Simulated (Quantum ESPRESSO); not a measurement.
## In3Cu under changes of volume

One of the cells (22.521 Å³/atom); the others are scaled copies at fixed shape and fractional positions:

```
In Cu
1.0
     4.48277    0.00000    0.00000
     0.00000    4.48277    0.00000
     0.00000    0.00000    4.48277
In Cu
3 1
Direct
  0.50000 0.50000 0.00000
  0.50000 0.00000 0.50000
  0.00000 0.50000 0.50000
  0.00000 0.00000 0.00000
```

The cell comes from a database or a generator and needn't be the stable form of this composition.

```yaml
Program: Quantum ESPRESSO 7.5
Functional: PBEsol
Potentials_or_basis: GBRV 1.5 PBEsol
Cutoff: 762 eV
Density_cutoff: 6095 eV
k_mesh: 6 × 6 × 6
Occupations: fermi-dirac, width 0.05 eV
Spin: no spin polarisation
```

```tsv
volume (Å³/atom)	energy over the lowest point (meV/atom)	pressure (GPa)
21.169	0.00	-0.1
21.620	0.94	-1.2
22.070	5.09	-2.3
22.521	11.99	-3.2
22.971	21.39	-3.9
23.421	32.94	-4.6
23.872	?	?
```

Question: What does the run at 23.872 Å³/atom give?

Answer: Energy over the lowest point 46.35 meV/atom; pressure -5.3 GPa.

Worked out: A Birch-Murnaghan fit of order 3 (a polynomial in V^(-2/3)) to the other rows has its minimum at 21.27 Å³/atom with B0 = V·E''(V) = 59 GPa and B' = 4.9. It gives 46.44 meV/atom at 23.872 Å³/atom, against the run's 46.35, and -dE/dV = -5.1 GPa, against -5.3.

Energies are extrapolated to zero smearing.
